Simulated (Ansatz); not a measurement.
# LiHPd: the cost of one run

Program: Ansatz 0.2.0 through its Python package. Level of theory: DFT PBEsol, plane waves, PAW. These are calculated values, not measurements.

## (1) Starting point

Symmetry: P4/mmm, No. 123, tetragonal system. The conventional cell has a = 2.779 Å, b = 2.779 Å, c = 3.904 Å, α = 90.00°, β = 90.00°, γ = 90.00°. Li (site symmetry 4/mmm) has 2 H at 1.95 Å as nearest neighbours. H (site symmetry 4/mmm) has 2 Li at 1.95 Å and 4 Pd at 1.97 Å as nearest neighbours. Around Pd (site symmetry 4/mmm) lie 4 H at 1.97 Å.

The script holds or builds the structure itself.

## (2) The script

Contents of ecut_lihpd.py:

```python
'''Cutoff test for LiHPd.'''

import ansatz as az
import pandas as pd

lattice = az.Lattice.of(
    (2.779467, 0.0, 0.0),
    (0.0, 2.779467, 0.0),
    (0.0, 0.0, 3.904315),
)
sites = [
    ('Li', (0.5, 0.5, 0.5)),
    ('H', (0.5, 0.5, 0.0)),
    ('Pd', (0.0, 0.0, 0.0)),
]
crystal = az.Crystal(lattice=lattice)
for symbol, position in sites:
    crystal = crystal.atom(symbol, position)

calculation = (
    crystal.calculation()
    .functional(az.Functional.PBESOL)
    .occupations('fermi_dirac', width=100 * az.meV)
    .scf(tolerance=1e-07)
    .kpoints(9, 9, 7)
    .forces()
    .stress()
)

rows = []
for value in [300, 375, 450, 525, 600]:
    data = calculation.basis(value).run().report
    rows.append((value, data['free_energy_ev'] / len(data['lattice']['sites']), data['n_iterations'], sum(data['stress_gpa'][i][i] for i in range(3)) / 3, max(abs(f) for row in data['forces_ev_ang'] for f in row), data['n_pw']))

table = pd.DataFrame(rows, columns=['cutoff (eV)', 'F/atom (eV)', 'iterations', 'P (GPa)', 'max component (eV/A)', 'plane waves'])
print(table.round(5).to_string(index=False))

# the last row is the reference
for row in rows[:-1]:
    shift = 1000 * (row[1] - rows[-1][1])
    print(f'{row[0]}: {shift:+.2f} meV/atom' + ('  (within 1 meV)' if abs(shift) < 1 else ''))
```

## (3) The calls as engine input

The package turns the script's settings into the engine's input (first run):

```yaml
crystal:
  lattice:
    - [2.779467, 0.0, 0.0]
    - [0.0, 2.779467, 0.0]
    - [0.0, 0.0, 3.904315]
  atoms:
    - { symbol: Li, position: [0.5, 0.5, 0.5] }
    - { symbol: H, position: [0.5, 0.5, 0.0] }
    - { symbol: Pd, position: [0.0, 0.0, 0.0] }
basis:
  ecutwfc: 300.0
kpoints:
  mp_grid:
    grid: [9, 9, 7]
hamiltonian:
  xc: pbesol
scf:
  convergence:
    dr2_threshold: 1.0e-07
  occupations:
    method: fermi_dirac
    width: 0.1
output:
  forces: true
  stress: true
```

## (4) Launch

Started as:

```bash
> python ecut_lihpd.py
```

What time and memory should one allow on 1 thread of Intel Xeon 6975P-C (Granite Rapids), shared host?

About 4.7 s, with a peak of 0.47 GiB.
